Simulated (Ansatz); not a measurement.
# BiO: what a guessed cell relaxes into

Aim: relax a trial structure of BiO and see where it ends.

Method: DFT PBE, scalar-relativistic, plane waves, PAW, in Ansatz 0.2.0.

## Step 1: The structure to begin with

The structure is tetragonal, space group P4/nmm (No. 129). Conventional cell: a = 3.748 Å, b = 3.748 Å, c = 5.300 Å, α = 90.00°, β = 90.00°, γ = 90.00°. Around Bi (site symmetry 4mm) lie 4 O at 2.30 Å. O (site symmetry -4m2) has 4 Bi at 2.30 Å as nearest neighbours.

Structure file:

```cif
data_structure
_symmetry_space_group_name_H-M 'P4/nmm:1'
_symmetry_Int_Tables_number 129
_cell_length_a 3.7477
_cell_length_b 3.7477
_cell_length_c 5.3001
_cell_angle_alpha 90.000
_cell_angle_beta 90.000
_cell_angle_gamma 90.000
_cell_volume 74.44
loop_
_atom_site_label
_atom_site_type_symbol
_atom_site_symmetry_multiplicity
_atom_site_Wyckoff_symbol
_atom_site_fract_x
_atom_site_fract_y
_atom_site_fract_z
_atom_site_occupancy
Bi1 Bi 2 c 0.50000 0.00000 0.75000 1
O1 O 2 a 0.00000 0.00000 0.00000 1
```

Recipe of the guess: ordered vacancies on the anion sites of fluorite (P4/nmm, No. 129). Lengths come from tabulated atomic sizes and are only a guess.

## Step 2: A first look at the guess

Contents of input.yaml:

```yaml
crystal:
  lattice:
    - [3.74771931, 0.0, 0.0]
    - [0.0, 3.74771931, 0.0]
    - [0.0, 0.0, 5.30007547]
  atoms:
    - { symbol: Bi, position: [0.5, 0.0, 0.75] }
    - { symbol: Bi, position: [0.0, 0.5, 0.25] }
    - { symbol: O, position: [0.0, 0.0, 0.0] }
    - { symbol: O, position: [0.5, 0.5, 0.0] }
basis:
  ecutwfc: 420
kpoints:
  mp_grid: { grid: [4, 4, 4] }
hamiltonian:
  xc: pbe
scf:
  occupations: { method: gaussian, width: 0.1 }
  lower_state_search: "off"
output:
  forces: true
  stress: true
  eigenvalues: true
```

The run is started by

```
$ ansatz run input.yaml --threads 1 --pin off --max-ram 2048MiB --backend cpu --events-out ev --progress --plain --runs-dir out
```

Further runs follow: a loose first relaxation; full relaxation.

What does the calculation give? Wanted: conventional cell; volume; energy over the elements; gap on the mesh.

The runs gave:

| quantity | value |
| --- | --- |
| symmetry at the end (tolerance 0.05 Å) | space group P4/nmm (No. 129) |
| conventional cell | a = 4.157 Å, b = 4.157 Å, c = 4.758 Å, α = 90.00°, β = 90.00°, γ = 90.00° |
| volume | 20.56 Å³/atom |
| energy over the elements (uncorrected; H, N, O, F and Cl as molecules) | -0.62 eV/atom |
| gap on the mesh | none (metal) |

The space group P4/nmm (No. 129) is kept, and the volume per atom grows by 10.5 % from the first guess. A negative formation energy is needed for stability but isn't enough; other structures and compounds were not set against it here. No finished test with a distortion of lower symmetry is shown, so the end may be a saddle point. The runs treat Bi without spin-orbit coupling.
